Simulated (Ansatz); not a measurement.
# CBF₂NO: up Jacob's ladder to CCSD(T)

An exercise on one series of results from a longer session: the logs are not shown, and one member is left open.

The runs use Ansatz 0.2.0, Gaussian basis; functionals in def2-TZVPP, the program's frozen cores in correlated methods.

Levels to be run: LDA (SPW92), PBE-D4, revPBE-D4, BLYP-D4, r2SCAN-D4, B97M-V, PBE0-D4, B3LYP-D4, r2SCANh-D4, r2SCAN0-D4, HSE06-D4, BHLYP-D4, CAM-B3LYP-D4, LC-ωPBE, ωB97X-V, ωB97M-V, B2PLYP, PBE-QIDH; CCSD(T)/def2-SVP; CCSD(T)/def2-TZVPP; MP2/def2-QZVPP; extrapolation to the limit; RPA on PBE.

## The relaxed structure

The geometry comes from an earlier relaxation with PBE0-D4 in a triple-zeta def2 set; it is a stationary point.

SMILES `O=C=NB(F)F`, 6 atoms, charge 0, spin multiplicity 1.

Atoms are counted from 1 here; the program's logs count them from 0.

Bond lengths: O1–C2 1.157 Å, C2–N3 1.203 Å, N3–B4 1.415 Å, B4–F5 1.314 Å, B4–F6 1.319 Å. Angles: O1–C2–N3 175.3°, C2–N3–B4 143.9°, N3–B4–F5 119.9°, N3–B4–F6 121.9°, F5–B4–F6 118.3°.

Set-up of the first run:

Input file in.yaml:

```yaml
crystal:
  periodic: [false, false, false]
  atoms:
    - {symbol: O, position_ang: [1.072863, -2.030226, 1.224151]}
    - {symbol: C, position_ang: [0.602852, -1.239038, 0.523598]}
    - {symbol: N, position_ang: [0.121502, -0.481707, -0.277902]}
    - {symbol: B, position_ang: [-0.413707, 0.817059, -0.445753]}
    - {symbol: F, position_ang: [-0.843054, 1.199977, -1.627151]}
    - {symbol: F, position_ang: [-0.498255, 1.669935, 0.556758]}
basis:
  gaussian: {orbitals: def2-TZVPP}
hamiltonian: {xc: lda}
output: {orbitals: {seedname: orbitals}}
```

Among the steps run: LDA; PBE-D4 (GGA); revPBE-D4 (GGA); BLYP-D4 (GGA); r2SCAN-D4 (meta-GGA); B97M-V (meta-GGA); PBE0-D4 (hybrid); B3LYP-D4 (hybrid); r2SCANh-D4 (hybrid); r2SCAN0-D4 (hybrid); HSE06-D4 (hybrid); BHLYP-D4 (hybrid); CAM-B3LYP-D4 (range-separated); LC-ωPBE-D4 (range-separated; the results give it without D4); ωB97X-V (range-separated); ωB97M-V (range-separated); B2PLYP (double hybrid); PBE-QIDH (double hybrid).

One of the session's tables, all rows but one given; the rest of the session is left out.

It belongs to the step «Orbital energies across the functionals». 

| functional | HOMO (eV) | gap (eV) |
| --- | --- | --- |
| LDA (SPW92) | -8.46 | 6.31 |
| PBE-D4 | -8.22 | 6.43 |
| revPBE-D4 | -8.13 | 6.48 |
| BLYP-D4 | -8.09 | 6.41 |
| r2SCAN-D4 | -8.57 | 7.13 |
| B97M-V | -8.61 | 7.32 |
| PBE0-D4 | -9.75 | 8.97 |
| B3LYP-D4 | -9.49 | 8.44 |
| r2SCANh-D4 | ? | ? |
| r2SCAN0-D4 | -10.01 | 9.45 |
| HSE06-D4 | -9.35 | 8.18 |
| BHLYP-D4 | -11.18 | 11.50 |
| CAM-B3LYP-D4 | -11.16 | 11.49 |
| LC-ωPBE | -12.48 | 14.08 |
| ωB97X-V | -12.11 | 13.68 |
| ωB97M-V | -12.02 | 13.45 |

Q: Estimate the row for r2SCANh-D4 from the others.

Worked estimate for «HOMO (eV)». Against the share of exact exchange, r2SCAN-D4 (0, -8.57), r2SCAN0-D4 (0.25, -10.01) give a slope of -5.76 per unit share; at 0.1 the line stands at -9.15.

As computed: HOMO (eV): -9.15; gap (eV): 8.06. In «HOMO (eV)» the line misses by 0.00.
